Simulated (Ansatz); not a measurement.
Nudged elastic band run: InW₈C₈

Input file:

```yaml
crystal:
  lattice:
    - [5.8006, 0.0, 0.0]
    - [-2.9003, 5.023467, 0.0]
    - [0.0, 0.0, 15.24665]
  atoms:
    - { symbol: W, position: [0.0, 0.0, 0.0655882] }
    - { symbol: C, position: [0.33324536, 0.16750653, 0.15181026] }
    - { symbol: W, position: [-0.00049511, -0.002327, 0.25318413] }
    - { symbol: C, position: [0.3329559, 0.15933819, 0.32588923] }
    - { symbol: W, position: [0.0, 0.5, 0.0655882] }
    - { symbol: C, position: [0.33336346, 0.66815656, 0.1521228] }
    - { symbol: W, position: [-4.326e-05, 0.4981514, 0.25506865] }
    - { symbol: C, position: [0.32922572, 0.65384395, 0.33072839] }
    - { symbol: W, position: [0.5, 0.0, 0.0655882] }
    - { symbol: C, position: [0.83309709, 0.16734486, 0.15252697] }
    - { symbol: W, position: [0.49970779, -0.00218032, 0.25319531] }
    - { symbol: C, position: [0.83401819, 0.15978915, 0.3302244] }
    - { symbol: W, position: [0.5, 0.5, 0.0655882] }
    - { symbol: C, position: [0.83379275, 0.66794134, 0.15189323] }
    - { symbol: W, position: [0.50014144, 0.49882381, 0.25285568] }
    - { symbol: C, position: [0.83164959, 0.6544069, 0.33102811] }
    - { symbol: In, position: [0.66180215, 0.80723647, 0.44446502] }
basis:
  ecutwfc: 420.0
kpoints:
  mp_grid: { grid: [3, 3, 1] }
hamiltonian:
  xc: pbe
  pseudopotentials: { kind: paw, azcp: { folder: soft_1 } }
scf:
  occupations: { method: gaussian, width: 0.05 }
  lower_state_search: "off"
neb:
  images: 3
  f_tol: 0.03
  initial_path: idpp
  max_iterations: 80
  optimiser: fire
  constraints: [{ sites: [0, 4, 8, 12] }]
  final_atoms:
    - { symbol: W, position: [0.0, 0.0, 0.0655882] }
    - { symbol: C, position: [0.33379275, 0.16794134, 0.15189323] }
    - { symbol: W, position: [0.00014144, -0.00117619, 0.25285568] }
    - { symbol: C, position: [0.33164959, 0.1544069, 0.33102811] }
    - { symbol: W, position: [0.0, 0.5, 0.0655882] }
    - { symbol: C, position: [0.33309709, 0.66734486, 0.15252697] }
    - { symbol: W, position: [-0.00029221, 0.49781968, 0.25319531] }
    - { symbol: C, position: [0.33401819, 0.65978915, 0.3302244] }
    - { symbol: W, position: [0.5, 0.0, 0.0655882] }
    - { symbol: C, position: [0.83336346, 0.16815656, 0.1521228] }
    - { symbol: W, position: [0.49995674, -0.0018486, 0.25506865] }
    - { symbol: C, position: [0.82922572, 0.15384395, 0.33072839] }
    - { symbol: W, position: [0.5, 0.5, 0.0655882] }
    - { symbol: C, position: [0.83324536, 0.66750653, 0.15181026] }
    - { symbol: W, position: [0.49950489, 0.497673, 0.25318413] }
    - { symbol: C, position: [0.8329559, 0.65933819, 0.32588923] }
    - { symbol: In, position: [1.16180215, 1.30723647, 0.44446502] }
  order_check: true
```

Run as:

```bash
$ ansatz run input.yaml --threads 4 --pin off --max-ram 10240MiB --backend cpu --events-out ev --progress --plain --runs-dir out
```

Output, in part (warnings, iteration lines):

```
NEB end point (image 0): max|allowed force component| = 1.805e-2 eV/Å (the criterion of neb.relax_end_points is 1.000e-2)
NEB end point (image 4): max|allowed force component| = 1.805e-2 eV/Å (the criterion of neb.relax_end_points is 1.000e-2)
NEB iter   1: max|band force component| = 8.229e-1 eV/Å  barrier→ = 0.5415 eV  barrier← = 0.5415 eV  Δτ_max = 0.0122 Å  (72 SCF iters)
NEB iter   2: max|band force component| = 6.377e-1 eV/Å  barrier→ = 0.5062 eV  barrier← = 0.5062 eV  Δτ_max = 0.0204 Å  (25 SCF iters)
NEB iter   3: max|band force component| = 4.981e-1 eV/Å  barrier→ = 0.4780 eV  barrier← = 0.4780 eV  CI = image 2  Δτ_max = 0.0286 Å  (25 SCF iters)
NEB iter   4: max|band force component| = 4.283e-1 eV/Å  barrier→ = 0.4676 eV  barrier← = 0.4676 eV  CI = image 2  Δτ_max = 0.0071 Å  (25 SCF iters)
NEB iter   5: max|band force component| = 3.154e-1 eV/Å  barrier→ = 0.4558 eV  barrier← = 0.4558 eV  CI = image 2  Δτ_max = 0.0128 Å  (24 SCF iters)
NEB iter   6: max|band force component| = 3.051e-1 eV/Å  barrier→ = 0.4512 eV  barrier← = 0.4512 eV  CI = image 2  Δτ_max = 0.0061 Å  (24 SCF iters)
NEB iter   7: max|band force component| = 2.823e-1 eV/Å  barrier→ = 0.4461 eV  barrier← = 0.4461 eV  CI = image 2  Δτ_max = 0.0121 Å  (22 SCF iters)
NEB iter   8: max|band force component| = 2.784e-1 eV/Å  barrier→ = 0.4415 eV  barrier← = 0.4415 eV  CI = image 2  Δτ_max = 0.0174 Å  (24 SCF iters)
NEB iter   9: max|band force component| = 2.816e-1 eV/Å  barrier→ = 0.4349 eV  barrier← = 0.4349 eV  CI = image 2  Δτ_max = 0.0217 Å  (22 SCF iters)
NEB iter  10: max|band force component| = 2.872e-1 eV/Å  barrier→ = 0.4228 eV  barrier← = 0.4228 eV  CI = image 2  Δτ_max = 0.0256 Å  (23 SCF iters)
NEB iter  11: max|band force component| = 2.936e-1 eV/Å  barrier→ = 0.4096 eV  barrier← = 0.4096 eV  CI = image 2  Δτ_max = 0.0297 Å  (23 SCF iters)
NEB iter  12: max|band force component| = 2.976e-1 eV/Å  barrier→ = 0.3948 eV  barrier← = 0.3948 eV  CI = image 2  Δτ_max = 0.0386 Å  (23 SCF iters)
NEB iter  13: max|band force component| = 2.981e-1 eV/Å  barrier→ = 0.3768 eV  barrier← = 0.3768 eV  CI = image 2  Δτ_max = 0.0501 Å  (23 SCF iters)
NEB iter  14: max|band force component| = 2.960e-1 eV/Å  barrier→ = 0.3582 eV  barrier← = 0.3582 eV  CI = image 2  Δτ_max = 0.0627 Å  (25 SCF iters)
NEB iter  15: max|band force component| = 2.924e-1 eV/Å  barrier→ = 0.3323 eV  barrier← = 0.3323 eV  CI = image 2  Δτ_max = 0.0796 Å  (26 SCF iters)
NEB iter  16: max|band force component| = 2.767e-1 eV/Å  barrier→ = 0.3046 eV  barrier← = 0.3046 eV  CI = image 2  Δτ_max = 0.0100 Å  (26 SCF iters)
NEB iter  17: max|band force component| = 2.683e-1 eV/Å  barrier→ = 0.2990 eV  barrier← = 0.2990 eV  CI = image 2  Δτ_max = 0.0097 Å  (26 SCF iters)
NEB iter  18: max|band force component| = 2.661e-1 eV/Å  barrier→ = 0.2953 eV  barrier← = 0.2953 eV  CI = image 2  Δτ_max = 0.0196 Å  (22 SCF iters)
NEB iter  19: max|band force component| = 2.589e-1 eV/Å  barrier→ = 0.2892 eV  barrier← = 0.2892 eV  CI = image 2  Δτ_max = 0.0288 Å  (22 SCF iters)
NEB iter  20: max|band force component| = 2.458e-1 eV/Å  barrier→ = 0.2805 eV  barrier← = 0.2805 eV  CI = image 2  Δτ_max = 0.0378 Å  (24 SCF iters)
NEB iter  21: max|band force component| = 2.281e-1 eV/Å  barrier→ = 0.2702 eV  barrier← = 0.2702 eV  CI = image 2  Δτ_max = 0.0451 Å  (21 SCF iters)
NEB iter  22: max|band force component| = 2.070e-1 eV/Å  barrier→ = 0.2585 eV  barrier← = 0.2585 eV  CI = image 2  Δτ_max = 0.0516 Å  (23 SCF iters)
NEB iter  23: max|band force component| = 1.794e-1 eV/Å  barrier→ = 0.2467 eV  barrier← = 0.2467 eV  CI = image 2  Δτ_max = 0.0629 Å  (24 SCF iters)
NEB iter  24: max|band force component| = 1.380e-1 eV/Å  barrier→ = 0.2355 eV  barrier← = 0.2355 eV  CI = image 2  Δτ_max = 0.0723 Å  (25 SCF iters)
NEB iter  25: max|band force component| = 9.583e-2 eV/Å  barrier→ = 0.2267 eV  barrier← = 0.2267 eV  CI = image 2  Δτ_max = 0.0790 Å  (26 SCF iters)
NEB iter  26: max|band force component| = 1.034e-1 eV/Å  barrier→ = 0.2227 eV  barrier← = 0.2227 eV  CI = image 2  Δτ_max = 0.0063 Å  (25 SCF iters)
NEB iter  27: max|band force component| = 1.874e-1 eV/Å  barrier→ = 0.2227 eV  barrier← = 0.2227 eV  CI = image 2  Δτ_max = 0.0031 Å  (24 SCF iters)
NEB iter  28: max|band force component| = 6.962e-2 eV/Å  barrier→ = 0.2215 eV  barrier← = 0.2215 eV  CI = image 2  Δτ_max = 0.0042 Å  (21 SCF iters)
NEB iter  29: max|band force component| = 9.694e-2 eV/Å  barrier→ = 0.2215 eV  barrier← = 0.2215 eV  CI = image 2  Δτ_max = 0.0004 Å  (22 SCF iters)
NEB iter  30: max|band force component| = 7.946e-2 eV/Å  barrier→ = 0.2214 eV  barrier← = 0.2214 eV  CI = image 2  Δτ_max = 0.0007 Å  (13 SCF iters)
NEB iter  31: max|band force component| = 4.898e-2 eV/Å  barrier→ = 0.2212 eV  barrier← = 0.2212 eV  CI = image 2  Δτ_max = 0.0009 Å  (16 SCF iters)
NEB iter  32: max|band force component| = 4.148e-2 eV/Å  barrier→ = 0.2210 eV  barrier← = 0.2210 eV  CI = image 2  Δτ_max = 0.0009 Å  (16 SCF iters)
NEB iter  33: max|band force component| = 4.051e-2 eV/Å  barrier→ = 0.2209 eV  barrier← = 0.2209 eV  CI = image 2  Δτ_max = 0.0002 Å  (16 SCF iters)
NEB iter  34: max|band force component| = 3.857e-2 eV/Å  barrier→ = 0.2209 eV  barrier← = 0.2209 eV  CI = image 2  Δτ_max = 0.0003 Å  (9 SCF iters)
NEB iter  35: max|band force component| = 3.748e-2 eV/Å  barrier→ = 0.2208 eV  barrier← = 0.2208 eV  CI = image 2  Δτ_max = 0.0005 Å  (12 SCF iters)
NEB iter  36: max|band force component| = 3.585e-2 eV/Å  barrier→ = 0.2208 eV  barrier← = 0.2208 eV  CI = image 2  Δτ_max = 0.0007 Å  (13 SCF iters)
NEB iter  37: max|band force component| = 3.440e-2 eV/Å  barrier→ = 0.2207 eV  barrier← = 0.2207 eV  CI = image 2  Δτ_max = 0.0008 Å  (13 SCF iters)
NEB iter  38: max|band force component| = 3.277e-2 eV/Å  barrier→ = 0.2206 eV  barrier← = 0.2206 eV  CI = image 2  Δτ_max = 0.0010 Å  (13 SCF iters)
NEB iter  39: max|band force component| = 3.088e-2 eV/Å  barrier→ = 0.2205 eV  barrier← = 0.2205 eV  CI = image 2  Δτ_max = 0.0012 Å  (11 SCF iters)
NEB iter  40: max|band force component| = 2.880e-2 eV/Å  barrier→ = 0.2204 eV  barrier← = 0.2204 eV  CI = image 2  Δτ_max = 0.0308 Å  (13 SCF iters)
NEB iter  41: max|band force component| = 8.933e-2 eV/Å  barrier→ = 0.2190 eV  barrier← = 0.2190 eV  CI = image 2  Δτ_max = 0.0154 Å  (9 SCF iters)
NEB iter  42: max|band force component| = 4.549e-2 eV/Å  barrier→ = 0.2189 eV  barrier← = 0.2189 eV  CI = image 2  Δτ_max = 0.0135 Å  (20 SCF iters)
NEB iter  43: max|band force component| = 1.015e-2 eV/Å  barrier→ = 0.2187 eV  barrier← = 0.2187 eV  CI = image 2  CI's point: of a kind that is not told: the force calls were inconclusive, a negative curvature could not be distinguished from the path's own, the only one lies far off the path, or fixed occupations may fill a level only in part  Δτ_max = 0.0000 Å  (408 SCF iters)
```

The run converged. The band force fell under the threshold earlier too, but the program's further tests of the path sent the band on. By the program's own check the climbing image is of a kind that is not told: the force calls were inconclusive, a negative curvature could not be distinguished from the path's own, the only one lies far off the path, or fixed occupations may fill a level only in part (lowest curvatures found: 0.04 and 0.74 eV/Å²). Limits of this set-up: coarse k mesh, thin slab, slab without dipole correction, odd electron count without spin, a typed lattice constant that wasn't relaxed here.

Final band (atoms are numbered from 1 in the order of the input):

| image | path coordinate (Å) | energy (eV) | W11–In17 (Å) | C16–In17 (Å) | C4–In17 (Å) |
| --- | --- | --- | --- | --- | --- |
| 0 | 0.00 | 0.000 | 3.41 | 2.37 | 3.72 |
| 1 | 0.84 | 0.102 | 3.69 | 2.35 | 3.22 |
| 2 | 1.68 | 0.219 | 4.09 | 2.48 | 2.52 |
| 3 | 2.46 | 0.129 | 4.24 | 3.13 | 2.35 |
| 4 | 3.24 | 0.000 | 4.35 | 3.72 | 2.37 |

Time of the run: 20 min on 4 threads of Arm Neoverse V1, with other jobs on the host, peak memory 2.1 GiB.
